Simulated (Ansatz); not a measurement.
# NHSe+ (doublet): wave-function methods side by side, cc-pVDZ

Aim: climb from Hartree-Fock through coupled cluster and multireference methods for NHSe+ (doublet) at one geometry and basis, and see what each rung misses.

Method: cc-pVDZ, core rule «outside noble gas», up to 15 orbitals frozen; program: Ansatz 0.2.0, Gaussian basis.

Plan: UHF; CCSD(T) on ROHF; CCSD(T) on UHF; BCCD(T) on ROHF; CISD; CCSDT(Q) on ROHF; CCSDT(Q) on UHF; CCSDTQ on ROHF; CCSDTQ on UHF; CASSCF and MRCISD+Q, 11 electrons in 9 orbitals; CASSCF and NEVPT2, 11 electrons in 9 orbitals.

4 further runs of the same task are left out: 4 set aside as unsound or not needed.

### 1 The geometry

The geometry is a PBE0/def2-TZVP stationary point (not a proven minimum) of the parent state, kept for this charge and spin. No spin-orbit coupling is included. The filled d shell of Se may be among the frozen orbitals whatever the setting's name suggests; the logs give the count.

3 atoms, charge 1, spin multiplicity 2.

Atoms are counted from 1 here; the program's logs count them from 0.

Bond lengths: N1–Se2 1.648 Å, Se2–H3 1.540 Å. Angles: N1–Se2–H3 106.8°.

### 2 UHF

in.yaml

```yaml
crystal:
  periodic: [false, false, false]
  atoms:
    - {symbol: N, position_ang: [0.000000, 0.087442, 1.404202]}
    - {symbol: Se, position_ang: [0.000000, -0.033435, -0.238981]}
    - {symbol: H, position_ang: [0.000000, 1.404116, -0.792013]}
basis:
  gaussian: {orbitals: cc-pVDZ}
total_charge: 1
magnetization: {spin_polarized: true, initial_magnetization: 1}
hamiltonian: {xc: hf}
output: {orbitals: {seedname: orbitals}}
```

The run is started by

```
> ansatz run in.yaml --threads 1 --pin off --events-out ev --progress --plain --max-ram 4096MiB --backend cpu
```

Further steps of the session: CCSD(T) on ROHF; CCSD(T) on UHF; BCCD(T) on ROHF; CISD; CCSDT(Q) on ROHF; CCSDT(Q) on UHF; CCSDTQ on ROHF; CCSDTQ on UHF; CASSCF and MRCISD+Q, 11 electrons in 9 orbitals; CASSCF and NEVPT2, 11 electrons in 9 orbitals.

Before running them: what should the planned runs give, taken together? Wanted: UCCSDTQ below the RHF energy; RMP2 from UCCSDTQ; UMP2 from UCCSDTQ; RCCSD from UCCSDTQ; RCCSD(T) from UCCSDTQ; UCCSD(T) from UCCSDTQ; RCCSDT(Q) from UCCSDTQ; UCCSDT(Q) from UCCSDTQ; NEVPT2 valence from UCCSDTQ.

**Answer**, as computed:

```
                         quantity                                                            value
     UCCSDTQ below the RHF energy                                                       -8.2858 eV
                RMP2 from UCCSDTQ                                                      +1239.0 meV
                UMP2 from UCCSDTQ                                                      +1830.4 meV
               RCCSD from UCCSDTQ                                                       +438.3 meV
            RCCSD(T) from UCCSDTQ                                                        +70.8 meV
            UCCSD(T) from UCCSDTQ                                                       +119.9 meV
           RCCSDT(Q) from UCCSDTQ                                                         -3.2 meV
           UCCSDT(Q) from UCCSDTQ                                                         -7.9 meV
      NEVPT2 valence from UCCSDTQ                                                       +933.7 meV
    MRCISD+Q valence from UCCSDTQ                                                         +7.5 meV
levels within 1 kcal/mol (43 meV)  RCCSDT, UCCSDT, RCCSDT(Q), UCCSDT(Q), RCCSDTQ, MRCISD+Q valence
                    T1 diagnostic                                                            0.044
   effectively unpaired electrons                                                             1.16
```

**Reading.** RCCSD(T) misses by +70.8 meV, 0.9 % of the correlation energy. CCSD(T) misses by +70.8 meV on the restricted determinant and by +119.9 meV on the unrestricted one; the two need not hold the same state or core. The occupations are near whole numbers, but T1 = 0.044 shows that the orbitals relax strongly. Of the multireference levels listed MRCISD+Q valence comes nearest in total energy (+7.5 meV), which doesn't show that its space is the better one. These misses are within one basis, not against nature; the frozen cores of restricted and unrestricted runs differ, which can shift their rows.
